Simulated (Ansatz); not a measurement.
HPbNO4:

```
CELL_PARAMETERS angstrom
4.27531 -0.00040 0.00636
-2.08399 5.20775 -0.04907
-2.12377 -1.86574 4.91491
ATOMIC_POSITIONS crystal
H 0.99073 0.03330 0.90994
Pb 0.50274 0.81989 0.14287
N 0.00838 0.47408 0.50265
O 0.99816 0.92741 0.02877
O 0.19467 0.73435 0.60852
O 0.81673 0.35882 0.24556
O 0.01381 0.33121 0.65217
```

The cell was built by a generator and needn't be a form met in nature.

Base run:

```yaml
Program: Ansatz 0.2.0
Functional: BLYP
Potentials_or_basis: Ansatz PAW
Cutoff: "420 eV (not typed: the program's choice for these potentials)"
k_mesh: 8 × 6 × 6
Occupations: fermi-dirac, width 0.05 eV
Spin: no spin polarisation
```

Its results: band gap on the k mesh 2.79 eV, indirect (least direct gap 3.12 eV); pressure 1.9 GPa; largest force 0.363 eV/Å.

Task: The run is repeated on the same cell with these changes: functional from BLYP to revPBE. What comes out?

Result: Band gap on the k mesh 2.86 eV, indirect (least direct gap 3.19 eV); pressure 1.9 GPa; largest force 0.226 eV/Å.

Caveats: spin-orbit coupling is left out, which as a rule narrows the gap of such compounds by several tenths of an eV; the PAW data sets come from PBE, with cores solved anew for the run's functional, which leaves a small shift of forces and pressure.

A k mesh can miss the band edges.
